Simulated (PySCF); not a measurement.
# BHBr (SMILES [BH]Br): UCCSDT/STO-3G

Aim: the vertical doublet–quartet gap of BHBr at UCCSDT/STO-3G, from 2 runs. The job is set up through a Python script.

The results are computed with PySCF 2.14.0.

19 further runs of the same task are left out: 8 that didn't finish, 11 set aside as unsound or not needed.

### 1 The structure to begin with

BHBr has 3 atoms, charge 0, and is taken as a doublet. SMILES: `[BH]Br`. The coordinates come from a PBE0-D4/def2-TZVP relaxation.

Bond lengths: B1–Br2 1.868 Å, B1–H3 1.193 Å. Angles: Br2–B1–H3 123.6°.

### 2 A single-point energy at UCCSDT/STO-3G

calc.py reads:

```python
from pyscf import gto, scf, cc

mol = gto.Mole()
mol.atom = '''
B     -0.094500    -0.523000    -0.115700
Br     1.181000     0.563200     0.709800
H     -1.097400    -0.105000    -0.607300
'''
mol.max_memory = 1860
mol.basis = 'sto-3g'
mol.verbose = 3
mol.spin = 1
mol.build()

hf = scf.UHF(mol)
hf.conv_tol = 1e-10
hf.kernel()
if not hf.converged:
    hf = hf.newton().run(hf.mo_coeff, hf.mo_occ)

mycc = cc.CCSDT(hf, frozen=10)
mycc.kernel()
energy = mycc.e_tot
print('E(%s) = %.9f' % ('CCSDT', energy))
```

Run with:

```sh
$ OMP_NUM_THREADS=1 python calc.py
```

Standard output:

```text
converged SCF energy = -2569.5617760842  <S^2> = 0.75357332  2S+1 = 2.0035701
_make_eris_incore_UCCSDT

WARN: A large `blksize_v_aaa` is being used, which may cause large memory consumption
      for storing contraction intermediates. If memory is sufficient, consider using
      `pyscf.cc.uccsdt_highm.UCCSDT` instead.

WARN: A large `blksize_v_aab` is being used, which may cause large memory consumption
      for storing contraction intermediates. If memory is sufficient, consider using
      `pyscf.cc.uccsdt_highm.UCCSDT` instead.

UCCSDT converged
E(UCCSDT) = -2569.610190654083   E_corr = -0.04841456988111731
E_corr(same-spin) = -0.00630338793835472
E_corr(oppo-spin) = -0.0421111819427626
E(CCSDT) = -2569.610190654
```

Wall time 2.9 s (1 thread of Arm Neoverse V1, shared host); peak memory 0.11 GiB.

### 3 The quartet

calc.py reads:

```python
from pyscf import gto, cc

system = gto.Mole()
system.atom = [
    ('B', (-0.094500, -0.523000, -0.115700)),
    ('Br', (1.181000, 0.563200, 0.709800)),
    ('H', (-1.097400, -0.105000, -0.607300)),
]
system.max_memory = 1860
system.spin = 3
system.verbose = 3
system.basis = 'sto-3g'
system.build()

mf = system.UHF()
mf.conv_tol = 1e-10
mf.kernel()
if not mf.converged:
    mf = mf.newton().run(mf.mo_coeff, mf.mo_occ)

mycc = cc.CCSDT(mf, frozen=10)
mycc.kernel()
etot = mycc.e_tot
print(f'total energy: {etot:.8f} hartree')
```

Run with:

```sh
$ OMP_NUM_THREADS=1 python calc.py
```

Standard output:

```text
WARN: HOMO 0.0407023193055075 >= LUMO -0.542124079207462

converged SCF energy = -2569.3613354493  <S^2> = 3.7542989  2S+1 = 4.0021489
_make_eris_incore_UCCSDT

WARN: A large `blksize_v_aaa` is being used, which may cause large memory consumption
      for storing contraction intermediates. If memory is sufficient, consider using
      `pyscf.cc.uccsdt_highm.UCCSDT` instead.

WARN: A large `blksize_v_aab` is being used, which may cause large memory consumption
      for storing contraction intermediates. If memory is sufficient, consider using
      `pyscf.cc.uccsdt_highm.UCCSDT` instead.

UCCSDT converged
E(UCCSDT) = -2569.392040366744   E_corr = -0.03070491743953216
E_corr(same-spin) = -0.00203566223851741
E_corr(oppo-spin) = -0.0286692552010147
total energy: -2569.39204037 hartree
```

It took 2.6 s on 1 thread of Arm Neoverse V1, shared host; peak memory 0.12 GiB.

### 4 What came out

Level: UCCSDT/STO-3G, 10 core orbitals frozen.

| quantity | value |
| --- | --- |
| doublet: total energy | -2569.61019 Eh |
| doublet: dipole moment (Hartree–Fock density) | 0.93 D |
| doublet: HOMO energy (Hartree–Fock orbitals) (highest over α and β) | -7.23 eV |
| doublet: LUMO energy (Hartree–Fock orbitals) (lowest over α and β) | 5.88 eV |
| doublet: correlation energy (10 core orbitals frozen) | -48.4 mEh |
| doublet: ⟨S²⟩ of the reference determinant | 0.754 |
| doublet: T1 diagnostic | 0.013 |
| quartet: total energy | -2569.39204 Eh |
| quartet: dipole moment (Hartree–Fock density) | 3.86 D |
| quartet: HOMO energy (Hartree–Fock orbitals) (highest over α and β) | -4.09 eV |
| quartet: LUMO energy (Hartree–Fock orbitals) (lowest over α and β) | -0.26 eV |
| quartet: correlation energy (10 core orbitals frozen) | -30.7 mEh |
| quartet: ⟨S²⟩ of the reference determinant | 3.754 |
| quartet: T1 diagnostic | 0.022 |
| vertical energy of the quartet above the doublet | 5.936 eV |

In words: At this shape the quartet lies 5.94 eV (137 kcal/mol) above the doublet. In a minimal basis such a difference can be off by several eV, whatever the method. Mulliken charges (doublet) of the mean-field density run from -0.08 on Br2 to +0.14 on B1; they depend strongly on the basis.
